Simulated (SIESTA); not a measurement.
Runs of SIESTA 5.4.2 on GeCN2. The structure is trigonal, space group R-3m (No. 166). The conventional cell has a = 3.588 Å, b = 3.588 Å, c = 14.766 Å, α = 90.00°, β = 90.00°, γ = 120.00°. Ge (site symmetry -3m) has 6 N at 2.40 Å as nearest neighbours. Around N (site symmetry 3m) lie 1 C at 1.24 Å. Around C (site symmetry -3m) lie 2 N at 1.24 Å. The cell comes from a database or a generator and needn't be the stable form of this composition.

```tsv
potentials or basis	gap on the mesh (eV)	pressure (GPa)	largest force (eV/Å)
PseudoDojo 0.4 standard (PBEsol files), TZP (energy shift 0.003 Ry; two zetas on semicore shells)	(a)	0.4	1.80
PseudoDojo 0.4 standard (PBEsol files), DZ (energy shift 0.003 Ry; two zetas on semicore shells)	0.95	4.0	(b)
PseudoDojo 0.4 standard (PBEsol files), SZ (energy shift 0.003 Ry)	1.48	14.8	8.32
PseudoDojo 0.4 standard (PBEsol files), SZP (energy shift 0.003 Ry)	1.29	3.5	3.74
PseudoDojo 0.4 standard (PBEsol files), TZDP (energy shift 0.003 Ry; two zetas on semicore shells)	1.04	0.0	1.98
PseudoDojo 0.4 standard (PBEsol files), DZP (energy shift 0.003 Ry; two zetas on semicore shells)	1.05	1.7	1.99
```

Alike in all rows: task band structure; level PBEsol; no spin polarisation; cell as given; k mesh 9 × 9 × 9; smearing fermi-dirac 0.05 eV; grid cutoff 800 Ry; energy shift 0.003 Ry.

Question: Fill in the values left out.

Answer: (a) 1.06; (b) 2.98.

Caveats: the basis of atomic orbitals isn't converged, which shifts pressures, moduli and gaps; forces of over 1 eV/Å show positions far from the minimum, so gaps and moduli don't describe the material at rest; the mesh misses the band edges, which the band path finds closer together (some runs); the basis has no polarisation orbitals (some runs).

A k mesh can miss the band edges, and the runs leave out spin-orbit coupling on Ge.
